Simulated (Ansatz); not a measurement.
# CH4GeO2S: up Jacob's ladder to CCSD(T)

An exercise on one series of results from a longer session: the logs are not shown, and one member is left open.

Method: functionals in def2-TZVPP, the program's frozen cores in correlated methods; program: Ansatz 0.2.0, Gaussian basis.

Levels to be run: PBE-D4, r2SCAN-D4, PBE0-D4, B3LYP-D4, ωB97X-V, ωB97M-V, B2PLYP; CCSD(T)/def2-TZVPP; MP2/def2-QZVPP; extrapolation to the limit.

## The relaxed structure

An earlier PBE0-D4 in a triple-zeta def2 set relaxation fixed the geometry.

SMILES `[OH][GeH]1[O]C[S]1`, 9 atoms, charge 0, spin multiplicity 1.

Atoms are counted from 1 here; the program's logs count them from 0.

Bond lengths: O1–Ge2 1.759 Å, O1–H6 0.962 Å, Ge2–O3 1.798 Å, Ge2–S5 2.205 Å, Ge2–H7 1.528 Å, O3–C4 1.410 Å, C4–S5 1.857 Å, C4–H8 1.093 Å, C4–H9 1.092 Å. Angles: Ge2–O1–H6 112.4°, O1–Ge2–O3 113.7°, O1–Ge2–S5 117.9°, O1–Ge2–H7 104.2°, O3–Ge2–S5 81.0°, O3–Ge2–H7 115.7°, S5–Ge2–H7 123.3°, Ge2–O3–C4 99.4°, O3–C4–S5 105.7°, O3–C4–H8 111.3°, O3–C4–H9 111.2°, S5–C4–H8 109.5°, S5–C4–H9 109.1°, H8–C4–H9 110.0°, Ge2–S5–C4 74.0°.

Coordinates:

```
atom     x (Å)     y (Å)     z (Å)
  O1   1.06218  -1.63140  -1.30741
 Ge2   1.01051  -0.26725  -0.19767
  O3  -0.28630  -0.39148   1.04148
  C4  -1.04420   0.74658   0.69623
  S5  -0.19042   1.48929  -0.77673
  H6   0.22083  -1.77457  -1.75049
  H7   2.43639  -0.16875   0.34226
  H8  -2.06751   0.47497   0.42603
  H9  -1.05317   1.47621   1.50920
```

Set-up of the first run:

in.yaml reads:

```yaml
crystal:
  periodic: [false, false, false]
  atoms:
    - {symbol: O, position_ang: [1.062181, -1.631404, -1.307415]}
    - {symbol: Ge, position_ang: [1.010506, -0.267246, -0.197668]}
    - {symbol: O, position_ang: [-0.286300, -0.391484, 1.041482]}
    - {symbol: C, position_ang: [-1.044200, 0.746581, 0.696234]}
    - {symbol: S, position_ang: [-0.190424, 1.489288, -0.776728]}
    - {symbol: H, position_ang: [0.220828, -1.774569, -1.750492]}
    - {symbol: H, position_ang: [2.436390, -0.168750, 0.342259]}
    - {symbol: H, position_ang: [-2.067508, 0.474969, 0.426027]}
    - {symbol: H, position_ang: [-1.053172, 1.476213, 1.509201]}
basis:
  gaussian: {orbitals: def2-TZVPP}
hamiltonian: {xc: pbe, dispersion: d4}
output: {forces: true, orbitals: {seedname: orbitals}}
```

Started as:

```bash
ansatz run in.yaml --threads 4 --pin off --events-out ev --progress --plain --max-ram 10444MiB
```

Among the steps run: PBE-D4 (GGA); r2SCAN-D4 (meta-GGA); PBE0-D4 (hybrid); B3LYP-D4 (hybrid); ωB97X-V (range-separated); ωB97M-V (range-separated); B2PLYP (double hybrid); CCSD(T) in def2-TZVPP; MP2 in def2-QZVPP.

One of the session's tables, all rows but one given; the rest of the session is left out.

It belongs to the step «Atomisation energies». 

```
            method  atomisation energy (kJ/mol)
            PBE-D4                       3314.1
         r2SCAN-D4                       3245.9
           PBE0-D4                       3220.0
          B3LYP-D4                       3193.0
           ωB97X-V                            ?
           ωB97M-V                       3232.2
            B2PLYP                       3177.4
     HF/def2-TZVPP                       2148.2
    MP2/def2-TZVPP                       3241.5
   CCSD/def2-TZVPP                       3075.1
CCSD(T)/def2-TZVPP                       3147.7
           MP2/CBS                       3338.6
       CCSD(T)/CBS                       3244.7
```

Estimate the missing values for ωB97X-V.

The run gave: atomisation energy (kJ/mol): 3249.0. In the column «atomisation energy (kJ/mol)» it lies between r2SCAN-D4 (3245.9) and PBE-D4 (3314.1).

To keep in mind: Free atoms (2 O, 1 Ge, 1 C, 1 S, 4 H) were run apart at each level; the atomisation energy is their sum less the molecule, without zero-point or spin-orbit terms.
